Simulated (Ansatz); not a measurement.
# W4N: the cost of one run

Computed with Ansatz 0.2.0 (DFT PBE, scalar-relativistic, plane waves, PAW, unless a step's input says otherwise).

1 further run of the same task is left out (set aside as unsound or not needed).

### Step 1. Starting point

Symmetry: P-4m2, No. 115, tetragonal system. The conventional cell has a = 4.493 Å, b = 4.493 Å, c = 4.677 Å, α = 90.00°, β = 90.00°, γ = 90.00°. Around W (site symmetry -4m2) lie 4 W at 2.37 Å. Around W (site symmetry 2mm) lie 4 W at 2.37 Å. Around W (site symmetry -4m2) lie 2 N at 2.34 Å and 4 W at 2.37 Å. N (site symmetry -4m2) is surrounded by 2 W at 2.34 Å.

Structure file:

```xyz
5
Lattice="4.4926 0.0000 0.0000 0.0000 4.4926 0.0000 0.0000 0.0000 4.6768" Properties=species:S:1:pos:R:3 pbc="T T T"
W     0.0000    0.0000    0.0000
W     0.0000    2.2463    3.9076
W     2.2463    0.0000    0.7692
W     2.2463    2.2463    0.0000
N     2.2463    2.2463    2.3384
```

The cell is invented: random cell by space group and Wyckoff sites (P-4m2, No. 115). The dimensions are guesses.

### Step 2. A first look at the guess

input.yaml reads:

```yaml
crystal:
  lattice:
    - [4.49263036, 0.0, 0.0]
    - [0.0, 4.49263036, 0.0]
    - [0.0, 0.0, 4.6768163]
  atoms:
    - { symbol: W, position: [0.0, 0.0, 0.0] }
    - { symbol: W, position: [0.0, 0.5, 0.83553558] }
    - { symbol: W, position: [0.5, 0.0, 0.16446442] }
    - { symbol: W, position: [0.5, 0.5, 0.0] }
    - { symbol: "N", position: [0.5, 0.5, 0.5] }
basis:
  ecutwfc: 420
kpoints:
  mp_grid: { grid: [4, 4, 4] }
hamiltonian:
  xc: pbe
scf:
  occupations: { method: gaussian, width: 0.1 }
  lower_state_search: "off"
output:
  forces: true
  stress: true
  eigenvalues: true
```

The run is started by

```console
ansatz run input.yaml --threads 1 --pin off --max-ram 2560MiB --backend cpu --events-out ev --progress --plain --runs-dir out
```

Q: Estimate wall time and peak memory on 1 thread of Intel Xeon 6975P-C (Granite Rapids), shared host.

About 2.2 s, with a peak of 0.35 GiB.
